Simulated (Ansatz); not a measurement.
**C₆H₁₈FN₃Ti: a ladder of functionals and wavefunction methods**

One table from this session's results is given with a row withheld; the runs are named, their logs left out.

Computed with Ansatz 0.2.0, Gaussian basis. Level: functionals in def2-TZVPP, the program's frozen cores in correlated methods.

Levels to be run: LDA (SPW92), PBE-D4, revPBE-D4, BLYP-D4, r2SCAN-D4, B97M-V, PBE0-D4, B3LYP-D4, r2SCANh-D4, r2SCAN0-D4, HSE06-D4, BHLYP-D4, CAM-B3LYP-D4, LC-ωPBE, ωB97X-V, ωB97M-V, B2PLYP, PBE-QIDH; CCSD(T)/def2-SVP; CCSD(T)/def2-TZVPP; MP2/def2-QZVPP; extrapolation to the limit; RPA on PBE.

### The relaxed structure

An earlier PBE0-D4 in a triple-zeta def2 set relaxation fixed the geometry.

SMILES `C[N](C)[Ti]([F])([N](C)C)[N](C)C`, 29 atoms, charge 0, spin multiplicity 1.

Atoms are counted from 1 here; the program's logs count them from 0.

Bond lengths: C1–N2 1.437 Å, C1–H12 1.091 Å, C1–H13 1.100 Å, C1–H14 1.100 Å, N2–C3 1.444 Å, N2–Ti4 1.883 Å, C3–H15 1.099 Å, C3–H16 1.095 Å, C3–H17 1.100 Å, Ti4–F5 1.808 Å, Ti4–N6 1.883 Å, Ti4–N9 1.883 Å, N6–C7 1.437 Å, N6–C8 1.444 Å, C7–H18 1.100 Å, C7–H19 1.091 Å, C7–H20 1.100 Å, C8–H21 1.095 Å and more. Angles: N2–C1–H12 110.3°, N2–C1–H13 111.6°, N2–C1–H14 111.4°, H12–C1–H13 108.3°, H12–C1–H14 108.0°, H13–C1–H14 107.1°, C1–N2–C3 113.3°, C1–N2–Ti4 131.3°, C3–N2–Ti4 115.4°, N2–C3–H15 111.7°, N2–C3–H16 111.0°, N2–C3–H17 111.5°, H15–C3–H16 107.3°, H15–C3–H17 107.7°, H16–C3–H17 107.4°, N2–Ti4–F5 112.0°, N2–Ti4–N6 106.8°, N2–Ti4–N9 106.8° and more.

Set-up of the first run:

Contents of in.yaml:

```yaml
crystal:
  periodic: [false, false, false]
  atoms:
    - {symbol: C, position_ang: [-1.627713, -0.440889, 2.057592]}
    - {symbol: N, position_ang: [-0.324683, 0.060042, 1.717458]}
    - {symbol: C, position_ang: [0.271968, 0.856742, 2.763380]}
    - {symbol: Ti, position_ang: [0.745648, -0.199116, 0.190299]}
    - {symbol: F, position_ang: [2.442968, -0.648699, 0.620831]}
    - {symbol: N, position_ang: [0.669164, 1.396999, -0.805527]}
    - {symbol: C, position_ang: [-0.142004, 2.572796, -0.650899]}
    - {symbol: C, position_ang: [1.620727, 1.497527, -1.886789]}
    - {symbol: N, position_ang: [-0.095501, -1.528044, -0.844839]}
    - {symbol: C, position_ang: [-0.848645, -1.442929, -2.065543]}
    - {symbol: C, position_ang: [0.077787, -2.881805, -0.373613]}
    - {symbol: H, position_ang: [-2.023581, -1.049932, 1.244149]}
    - {symbol: H, position_ang: [-1.599289, -1.056631, 2.968920]}
    - {symbol: H, position_ang: [-2.336235, 0.379789, 2.244691]}
    - {symbol: H, position_ang: [0.378655, 0.287330, 3.697525]}
    - {symbol: H, position_ang: [1.271616, 1.198333, 2.473756]}
    - {symbol: H, position_ang: [-0.330488, 1.750245, 2.982995]}
    - {symbol: H, position_ang: [0.472393, 3.467396, -0.470146]}
    - {symbol: H, position_ang: [-0.827790, 2.452141, 0.188444]}
    - {symbol: H, position_ang: [-0.739614, 2.768869, -1.553637]}
    - {symbol: H, position_ang: [2.233359, 0.592043, -1.955044]}
    - {symbol: H, position_ang: [1.117456, 1.628269, -2.855885]}
    - {symbol: H, position_ang: [2.305498, 2.346128, -1.748279]}
    - {symbol: H, position_ang: [-1.865109, -1.844289, -1.937980]}
    - {symbol: H, position_ang: [-0.374010, -2.017724, -2.874776]}
    - {symbol: H, position_ang: [-0.933648, -0.404145, -2.386656]}
    - {symbol: H, position_ang: [0.593752, -3.507658, -1.115491]}
    - {symbol: H, position_ang: [0.675755, -2.903807, 0.543913]}
    - {symbol: H, position_ang: [-0.888138, -3.357079, -0.148545]}
basis:
  gaussian: {orbitals: def2-TZVPP}
hamiltonian: {xc: lda}
output: {orbitals: {seedname: orbitals}}
```

The run is started by

```sh
$ ansatz run in.yaml --threads 11 --pin off --events-out ev --progress --plain --max-ram 174080MiB --backend cuda --devices 0, --max-vram 75GiB
```

Among the steps run: LDA; PBE-D4 (GGA); revPBE-D4 (GGA); BLYP-D4 (GGA); r2SCAN-D4 (meta-GGA); B97M-V (meta-GGA); PBE0-D4 (hybrid); B3LYP-D4 (hybrid); r2SCANh-D4 (hybrid); r2SCAN0-D4 (hybrid); HSE06-D4 (hybrid); BHLYP-D4 (hybrid); CAM-B3LYP-D4 (range-separated); LC-ωPBE (range-separated); ωB97X-V (range-separated); ωB97M-V (range-separated); B2PLYP (double hybrid); PBE-QIDH (double hybrid).

One of the session's tables, all rows but one given; the rest of the session is left out.

It belongs to the step «Frontier levels by functional». 

| functional | HOMO (eV) | gap (eV) |
| --- | --- | --- |
| LDA (SPW92) | -5.08 | 3.36 |
| PBE-D4 | -4.95 | 3.42 |
| revPBE-D4 | -4.89 | 3.43 |
| BLYP-D4 | -4.84 | 3.41 |
| r2SCAN-D4 | -5.16 | 3.73 |
| B97M-V | -5.32 | 3.80 |
| PBE0-D4 | -6.18 | 5.60 |
| B3LYP-D4 | -5.99 | 5.13 |
| r2SCANh-D4 | -5.63 | 4.56 |
| r2SCAN0-D4 | -6.35 | 5.83 |
| HSE06-D4 | -5.79 | 4.82 |
| BHLYP-D4 | -7.39 | 7.90 |
| CAM-B3LYP-D4 | ? | ? |
| LC-ωPBE | -8.82 | 10.49 |
| ωB97X-V | -8.52 | 10.12 |
| ωB97M-V | -8.46 | 9.90 |

Q: Estimate the row for CAM-B3LYP-D4 from the others.

As computed: HOMO (eV): -7.53; gap (eV): 8.04. In the column «HOMO (eV)» it lies between ωB97M-V (-8.46) and BHLYP-D4 (-7.39).
